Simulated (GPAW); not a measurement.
Crystal: CaSi2Sb2.

```
Ca Si Sb
1.0
     4.99739    0.00000    0.00000
    -2.49870    4.32787    0.00000
     0.00000    0.00000    5.86169
Ca Si Sb
1 2 2
Cartesian
  0.0000 0.0000 0.0000
  0.0000 2.8852 1.5034
  2.4987 1.4426 4.3583
  0.0000 2.8852 4.2345
  2.4987 1.4426 1.6272
```

The cell was built by a generator and needn't be a form met in nature.

Base run:

| Quantity | Value |
| --- | --- |
| Program | GPAW 26.7.0 |
| Functional | LDA |
| Potentials or basis | the program's PAW data sets (release 1.2.1) made for this functional |
| Cutoff | 600 eV |
| Basis | pw |
| k mesh | 5 × 5 × 4 |
| Occupations | fermi-dirac, width 0.05 eV |
| Spin | no spin polarisation |

Its results: pressure -3.5 GPa; largest force 0.156 eV/Å.

**Question.** After a change of settings the same cell gave: pressure 1.3 GPa; largest force 0.104 eV/Å. Which change was it?
A. functional from LDA to PBE; potentials or basis from the program's PAW data sets (release 1.2.1) made for this functional to GPAW PAW data sets (gpaw-data 1.2.1)
B. functional from LDA to PBEsol; potentials or basis from the program's PAW data sets (release 1.2.1) made for this functional to PAW data sets generated in the run's folder for this functional
C. functional from LDA to RPBE

**Answer.** C.

RPBE binds less tightly than LDA, so the same cell stands under more pressure.
